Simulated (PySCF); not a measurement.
# C2HF5: the cost of one run

Program: PySCF 2.14.0. Level of theory: levels as typed in each script, gas phase, geometry from GFN2-xTB. These are calculated values, not measurements.

## (1) The starting structure

8 atoms, charge 0, spin multiplicity 1.

Bond lengths: F1–C2 1.325 Å, C2–F3 1.334 Å, C2–F4 1.334 Å, C2–C5 1.549 Å, C5–F6 1.342 Å, C5–F7 1.340 Å, C5–H8 1.102 Å. Angles: F1–C2–F3 108.1°, F1–C2–F4 108.1°, F1–C2–C5 112.8°, F3–C2–F4 107.4°, F3–C2–C5 110.0°, F4–C2–C5 110.1°, C2–C5–F6 109.7°, C2–C5–F7 109.7°, C2–C5–H8 110.5°, F6–C5–F7 108.0°, F6–C5–H8 109.6°, F7–C5–H8 109.3°.

Geometry (Å):

```xyz
8
charge 0, multiplicity 1
F     0.7764    0.0007    1.3123
C     0.6175    0.0000   -0.0034
F     1.2340   -1.0760   -0.4958
F     1.2345    1.0752   -0.4969
C    -0.8724   -0.0007   -0.4281
F    -1.4838    1.0854    0.0683
F    -1.4844   -1.0844    0.0693
H    -0.9610   -0.0043   -1.5261
```

## (2) Stretching a bond (def2-svp)

input.py reads:

```python
import numpy as np
from pyscf import gto, scf, mcscf

mol = gto.M(atom='''
F      0.77642     0.00070     1.31231
C      0.61749     0.00003    -0.00345
F      1.23401    -1.07603    -0.49580
F      1.23451     1.07523    -0.49687
C     -0.87244    -0.00069    -0.42810
F     -1.48384     1.08543     0.06827
F     -1.48435    -1.08440     0.06935
H     -0.96103    -0.00435    -1.52612
''', basis='def2-svp', charge=0, spin=0, verbose=4)
# stretch the bond between atoms 2 and 4, from long to short, fragments rigid
a, b, move = 1, 3, [3]
xyz = mol.atom_coords(unit='Angstrom')
u = xyz[b] - xyz[a]
r0 = np.linalg.norm(u)
rows, last, dm_u = [], None, None
for r in [3.72, 2.93, 2.39, 2.06, 1.8, 1.6, 1.46, 1.33, 1.22]:
    new = xyz.copy()
    new[move] += u / r0 * (r - r0)
    m = mol.set_geom_(new, unit='Angstrom', inplace=False)
    rhf = scf.RHF(m).density_fit(auxbasis='def2-universal-jkfit').run()
    uhf = scf.UHF(m).density_fit(auxbasis='def2-universal-jkfit').newton()
    if dm_u is None:
        c = rhf.mo_coeff
        h = m.nelectron // 2 - 1
        ca, cb = c.copy(), c.copy()
        ca[:, h], cb[:, h] = (c[:, h] + c[:, h + 1]) / 2**.5, (c[:, h] - c[:, h + 1]) / 2**.5
        dm_u = np.array([x[:, :h + 1] @ x[:, :h + 1].T for x in (ca, cb)])
    uhf.kernel(dm0=dm_u)
    for _ in range(3):
        c, _, stable, _ = uhf.stability(return_status=True)
        if stable:
            break
        uhf.kernel(c, uhf.mo_occ)
    dm_u = uhf.make_rdm1()
    mc = mcscf.CASSCF(rhf, 2, 2)
    mc.natorb = True
    mc.fix_spin_(ss=0)
    guess = mcscf.addons.make_natural_orbitals(uhf)[1] if last is None else mcscf.project_init_guess(mc, last.mo_coeff, last.mol)
    mc.kernel(guess)
    last = mc
    act = slice(mc.ncore, mc.ncore + mc.ncas)
    print('r %.3f  RHF %.6f  UHF %.6f  <S^2> %.3f  CASSCF %.6f  occupations' % (r, rhf.e_tot, uhf.e_tot, uhf.spin_square()[0], mc.e_tot), mc.mo_occ[act].round(4))
    rows.append((new, rhf.e_tot, uhf.e_tot, uhf.spin_square()[0], mc.e_tot, mc.mo_occ[act], mc.mo_coeff[:, act], dm_u[0] - dm_u[1], rhf.converged and uhf.converged and mc.converged))
    np.savez('result.npz', **{k: [row[i] for row in rows] for i, k in enumerate('xyz rhf uhf s2 cas occ c spin ok'.split())})
```

On the command line:

```bash
OMP_NUM_THREADS=1 python input.py
```

What time and memory should one allow on 1 thread of Intel Xeon 6975P-C (Granite Rapids), shared host?

About 4.8 min, with a peak of 0.28 GiB.
